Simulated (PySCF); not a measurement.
# CH5GaO (SMILES C[O][GaH2]) at PBE/cc-pVDZ

What is the energy change on altering one bond length of CH5GaO at PBE/cc-pVDZ? Input form: a Python script.

Program for the calculation: PySCF 2.14.0.

3 further runs of the same task are left out: 3 set aside as unsound or not needed.

**1. Starting point**

CH5GaO has 8 atoms, charge 0, and is taken as a singlet. As SMILES, `C[O][GaH2]`. The shape is that of a PBE0-D4/def2-TZVP optimisation.

Bond lengths: C1–O2 1.402 Å, O2–Ga3 1.782 Å, C1–H4 1.096 Å, C1–H5 1.099 Å, C1–H6 1.096 Å, Ga3–H7 1.565 Å, Ga3–H8 1.555 Å. Angles: C1–O2–Ga3 123.8°, O2–C1–H4 110.0°, O2–C1–H5 113.2°, O2–C1–H6 110.0°, O2–Ga3–H7 115.8°, O2–Ga3–H8 113.9°, H4–C1–H5 107.8°, H4–C1–H6 107.8°, H5–C1–H6 107.8°, H7–Ga3–H8 130.3°.

**2. A single-point energy at PBE/cc-pVDZ**

Input file calc.py:

```python
from pyscf import gto, dft

system = gto.Mole()
system.atom = [
    ('C', (-0.616800, 0.972600, -0.422900)),
    ('O', (-0.705300, -0.273500, 0.213500)),
    ('Ga', (0.703200, -1.302000, 0.579300)),
    ('H', (-1.200200, 0.962000, -1.350600)),
    ('H', (0.414200, 1.256200, -0.676600)),
    ('H', (-1.030600, 1.754200, 0.224300)),
    ('H', (2.093900, -0.732800, 0.142900)),
    ('H', (0.341700, -2.636700, 1.290100)),
]
system.max_memory = 1860
system.basis = 'cc-pvdz'
system.spin = 0
system.verbose = 4
system.build()

mf = dft.RKS(system)
mf.xc = 'pbe'
mf.conv_tol = 1e-10
mf.grids.level = 5
mf.kernel()
if not mf.converged:
    mf = mf.newton().run(mf.mo_coeff, mf.mo_occ)

energy = mf.e_tot
print('E = %.10f Eh' % energy)
```

Run with:

```sh
OMP_NUM_THREADS=1 python calc.py
```

Log:

```text
PySCF version 2.14.0

[INPUT] num. atoms = 8
[INPUT] num. electrons = 50
[INPUT] charge = 0
[INPUT] spin (= nelec alpha-beta = 2S) = 0
[INPUT] symmetry False subgroup None
[INPUT] Mole.unit = angstrom
[INPUT] Symbol           X                Y                Z      unit          X                Y                Z       unit  Magmom
[INPUT]  1 C     -0.616800000000   0.972600000000  -0.422900000000 AA   -1.165583073632   1.837947628752  -0.799165178079 Bohr   0.0
[INPUT]  2 O     -0.705300000000  -0.273500000000   0.213500000000 AA   -1.332823835656  -0.516840095069   0.403456527595 Bohr   0.0
[INPUT]  3 Ga     0.703200000000  -1.302000000000   0.579300000000 AA    1.328855410794  -2.460423414184   1.094718343961 Bohr   0.0
[INPUT]  4 H     -1.200200000000   0.962000000000  -1.350600000000 AA   -2.268049294703   1.817916531832  -2.552264103838 Bohr   0.0
[INPUT]  5 H      0.414200000000   1.256200000000  -0.676600000000 AA    0.782724560795   2.373873957679  -1.278588695881 Bohr   0.0
[INPUT]  6 H     -1.030600000000   1.754200000000   0.224300000000 AA   -1.947551743977   3.314957567712   0.423865569740 Bohr   0.0
[INPUT]  7 H      2.093900000000  -0.732800000000   0.142900000000 AA    3.956897532227  -1.384791304081   0.270041863200 Bohr   0.0
[INPUT]  8 H      0.341700000000  -2.636700000000   1.290100000000 AA    0.645719416764  -4.982640872641   2.437935673301 Bohr   0.0

nuclear repulsion = 184.254938763823
number of shells = 31
number of NR pGTOs = 164
number of NR cGTOs = 80
basis = cc-pvdz
ecp = {}

******** <class 'pyscf.dft.rks.RKS'> ********
method = RKS
initial guess = minao
damping factor = 0
level_shift factor = 0
DIIS = <class 'pyscf.scf.diis.CDIIS'>
diis_start_cycle = 1
diis_space = 8
diis_damp = 0
SCF conv_tol = 1e-10
SCF conv_tol_grad = None
SCF max_cycles = 50
direct_scf = True
direct_scf_tol = 1e-13
XC library pyscf.dft.libxc version 7.0.0
    S. Lehtola, C. Steigemann, M. J.T. Oliveira, and M. A.L. Marques.,  SoftwareX 7, 1–5 (2018)
XC functionals = pbe
    J. P. Perdew, K. Burke, and M. Ernzerhof.,  Phys. Rev. Lett. 77, 3865 (1996)
    J. P. Perdew, K. Burke, and M. Ernzerhof.,  Phys. Rev. Lett. 78, 1396 (1997)
    J. P. Perdew, K. Burke, and M. Ernzerhof.,  Phys. Rev. Lett. 77, 3865 (1996)
    J. P. Perdew, K. Burke, and M. Ernzerhof.,  Phys. Rev. Lett. 78, 1396 (1997)
radial grids:
    Treutler-Ahlrichs [JCP 102, 346 (1995); DOI:10.1063/1.469408] (M4) radial grids

becke partition: Becke, JCP 88, 2547 (1988); DOI:10.1063/1.454033
pruning grids: <function nwchem_prune>
grids dens level: 5
symmetrized grids: False
atomic radii adjust function: <function treutler_atomic_radii_adjust>
small_rho_cutoff = 0
Set gradient conv threshold to 1e-05
Initial guess from minao.
tot grids = 248936
init E= -2040.28801717357
  HOMO = -0.311479577491566  LUMO = -0.0882270303088597  gap/eV = 6.07501
cycle= 1 E= -2040.56444221967  delta_E= -0.276  |g|= 0.837  |ddm|= 2.31
  HOMO = -0.0539084884272532  LUMO = 0.0156361671457339  gap/eV = 1.89241
cycle= 2 E= -2038.31990236695  delta_E= 2.24  |g|= 2.86  |ddm|= 3.33
  HOMO = -0.239153590365628  LUMO = -0.05975674794235  gap/eV = 4.88164
cycle= 3 E= -2040.70138248991  delta_E= -2.38  |g|= 0.203  |ddm|= 3.04
  HOMO = -0.22184742808714  LUMO = -0.0645760898821863  gap/eV = 4.27957
cycle= 4 E= -2040.7129861704  delta_E= -0.0116  |g|= 0.11  |ddm|= 0.36
  HOMO = -0.228094973263512  LUMO = -0.0713044116820645  gap/eV = 4.26649
cycle= 5 E= -2040.71570233671  delta_E= -0.00272  |g|= 0.0338  |ddm|= 0.117
  HOMO = -0.229880636684328  LUMO = -0.0692870651622224  gap/eV = 4.36997
cycle= 6 E= -2040.7160421349  delta_E= -0.00034  |g|= 0.01  |ddm|= 0.0352
  HOMO = -0.229968080764077  LUMO = -0.0687729267700279  gap/eV = 4.38634
cycle= 7 E= -2040.71606328912  delta_E= -2.12e-05  |g|= 0.00308  |ddm|= 0.00815
  HOMO = -0.230387317917562  LUMO = -0.0689426720650048  gap/eV = 4.39313
cycle= 8 E= -2040.71606565663  delta_E= -2.37e-06  |g|= 0.000465  |ddm|= 0.00292
  HOMO = -0.230426971192499  LUMO = -0.0689537091993997  gap/eV = 4.39391
cycle= 9 E= -2040.7160657027  delta_E= -4.61e-08  |g|= 7.99e-05  |ddm|= 0.000367
  HOMO = -0.230432886359085  LUMO = -0.0689492028265715  gap/eV = 4.39419
cycle= 10 E= -2040.7160657045  delta_E= -1.81e-09  |g|= 1.18e-05  |ddm|= 8.28e-05
  HOMO = -0.230432326941087  LUMO = -0.0689487334885577  gap/eV = 4.39419
cycle= 11 E= -2040.71606570455  delta_E= -4.68e-11  |g|= 2.41e-06  |ddm|= 1.85e-05
  HOMO = -0.230432979962635  LUMO = -0.0689490777060171  gap/eV = 4.39420
Extra cycle  E= -2040.71606570455  delta_E= 4.55e-13  |g|= 3.96e-06  |ddm|= 7.31e-06
converged SCF energy = -2040.71606570455
E = -2040.7160657045 Eh
```

Wall time 14 s (1 thread of Intel Xeon Platinum 8375C at 2.90GHz (Ice Lake), shared host); peak memory 0.41 GiB.

**3. The distorted shape**

Input file start.xyz:

```xyz
8

C     -0.441795     0.975780    -0.144614
O     -0.530295    -0.270320     0.491786
Ga     0.878205    -1.298820     0.857586
H     -1.200200     0.962000    -1.350600
H      0.589205     1.259380    -0.398314
H     -0.855595     1.757380     0.502586
H      2.268905    -0.729620     0.421186
H      0.516705    -2.633520     1.568386
```

Input file job.py:

```python
from pyscf import gto, dft

system = gto.Mole()
system.atom = 'start.xyz'
system.basis = 'cc-pvdz'
system.max_memory = 1860
system.verbose = 3
system.spin = 0
system.build()

ks = dft.RKS(system)
ks.xc = 'pbe'
ks.grids.level = 5
ks.conv_tol = 1e-10
ks.kernel()
if not ks.converged:
    ks = ks.newton().run(ks.mo_coeff, ks.mo_occ)

e_final = ks.e_tot
print('Final energy', e_final)
```

Run with:

```sh
OMP_NUM_THREADS=1 python job.py
```

Log:

```text
converged SCF energy = -2040.68598724233
Final energy -2040.6859872423267
```

It took 15 s on 1 thread of Intel Xeon Platinum 8375C at 2.90GHz (Ice Lake), shared host; peak memory 0.41 GiB.

**4. What came out**

Level: PBE/cc-pVDZ.

| quantity | value |
| --- | --- |
| first shape: total energy | -2040.71607 Eh |
| first shape: dipole moment | 0.97 D |
| first shape: HOMO energy | -6.27 eV |
| first shape: LUMO energy | -1.88 eV |
| first shape: HOMO–LUMO gap | 4.39 eV |
| distorted shape: total energy | -2040.68599 Eh |
| distorted shape: dipole moment | 1.14 D |
| distorted shape: HOMO energy | -6.21 eV |
| distorted shape: LUMO energy | -1.99 eV |
| distorted shape: HOMO–LUMO gap | 4.22 eV |
| energy change with the C1–H4 bond stretched from 1.096 to 1.425 Å | 0.818 eV |

What this shows: With the C1–H4 bond stretched from 1.096 to 1.425 Å the energy rises by 0.82 eV (18.9 kcal/mol). The first shape isn't relaxed at this level, so the change isn't measured from a minimum. Mulliken charges (distorted shape) run from -0.38 on O2 to +0.35 on Ga3.
